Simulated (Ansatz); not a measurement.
# F2H2Se2Ti: up Jacob's ladder to CCSD(T)

The task here is to estimate one member of a computed series from the others.

Method: functionals in def2-TZVPP, the program's frozen cores in correlated methods; program: Ansatz 0.2.0, Gaussian basis.

Levels to be run: LDA (SPW92), PBE-D4, revPBE-D4, BLYP-D4, r2SCAN-D4, B97M-V, PBE0-D4, B3LYP-D4, r2SCANh-D4, r2SCAN0-D4, HSE06-D4, BHLYP-D4, CAM-B3LYP-D4, LC-ωPBE, ωB97X-V, ωB97M-V, B2PLYP, PBE-QIDH; CCSD(T)/def2-SVP; MP2/def2-TZVPP; MP2/def2-QZVPP; RPA on PBE.

### The relaxed structure

An earlier PBE0-D4 in a triple-zeta def2 set relaxation fixed the geometry.

7 atoms, charge 0, spin multiplicity 1.

Atoms are counted from 1 here; the program's logs count them from 0.

Bond lengths: F1–Ti2 1.741 Å, Ti2–F3 1.741 Å, Ti2–Se4 2.411 Å, Ti2–Se5 2.411 Å, Se4–H6 1.473 Å, Se5–H7 1.473 Å. Angles: F1–Ti2–F3 117.0°, F1–Ti2–Se4 111.2°, F1–Ti2–Se5 104.0°, F3–Ti2–Se4 104.0°, F3–Ti2–Se5 111.2°, Se4–Ti2–Se5 109.5°, Ti2–Se4–H6 89.4°, Ti2–Se5–H7 89.4°.

The first run:

The input, in.yaml:

```yaml
crystal:
  periodic: [false, false, false]
  atoms:
    - {symbol: F, position_ang: [-0.187407, -2.163445, -0.227601]}
    - {symbol: Ti, position_ang: [0.293084, -0.563705, 0.262978]}
    - {symbol: F, position_ang: [1.535892, -0.450230, 1.476772]}
    - {symbol: Se, position_ang: [-1.559613, 0.652231, 1.212244]}
    - {symbol: Se, position_ang: [0.980472, 0.492946, -1.792054]}
    - {symbol: H, position_ang: [-2.380944, 0.278049, 0.048358]}
    - {symbol: H, position_ang: [1.379718, 1.686153, -1.026496]}
basis:
  gaussian: {orbitals: def2-TZVPP}
hamiltonian: {xc: lda}
output: {orbitals: {seedname: orbitals}}
```

Command:

```console
ansatz run in.yaml --threads 4 --pin off --events-out ev --progress --plain --max-ram 11315MiB
```

Among the steps run: LDA; PBE-D4 (GGA); revPBE-D4 (GGA); BLYP-D4 (GGA); r2SCAN-D4 (meta-GGA); B97M-V (meta-GGA); PBE0-D4 (hybrid); B3LYP-D4 (hybrid); r2SCANh-D4 (hybrid); r2SCAN0-D4 (hybrid); HSE06-D4 (hybrid); BHLYP-D4 (hybrid); CAM-B3LYP-D4 (range-separated); LC-ωPBE (range-separated); ωB97X-V (range-separated); ωB97M-V (range-separated); B2PLYP (double hybrid); PBE-QIDH (double hybrid).

One table of the session follows, with a row left open; its other results are not shown here.

It belongs to the step «Orbital energies across the functionals». 

| functional | HOMO (eV) | LUMO (eV) | gap (eV) |
| --- | --- | --- | --- |
| LDA (SPW92) | -6.45 | -4.33 | 2.12 |
| PBE-D4 | -6.27 | -4.06 | 2.22 |
| revPBE-D4 | -6.21 | -3.97 | 2.25 |
| BLYP-D4 | -6.11 | -3.93 | 2.18 |
| r2SCAN-D4 | -6.56 | -4.01 | 2.56 |
| B97M-V | -6.58 | -3.95 | 2.63 |
| PBE0-D4 | -7.37 | -3.12 | 4.26 |
| B3LYP-D4 | -7.15 | -3.34 | 3.80 |
| r2SCANh-D4 | -6.96 | -3.63 | 3.33 |
| r2SCAN0-D4 | -7.57 | -3.09 | 4.48 |
| HSE06-D4 | -6.99 | -3.49 | 3.49 |
| BHLYP-D4 | -8.33 | -2.08 | 6.25 |
| CAM-B3LYP-D4 | ? | ? | ? |
| LC-ωPBE | -9.85 | -1.06 | 8.79 |
| ωB97X-V | -9.53 | -1.04 | 8.49 |
| ωB97M-V | -9.40 | -1.03 | 8.37 |

Q: Estimate the row for CAM-B3LYP-D4 from the others.

**Answer.** HOMO (eV): -8.58; LUMO (eV): -2.07; gap (eV): 6.50. In the column «HOMO (eV)» it lies between ωB97M-V (-9.40) and BHLYP-D4 (-8.33).
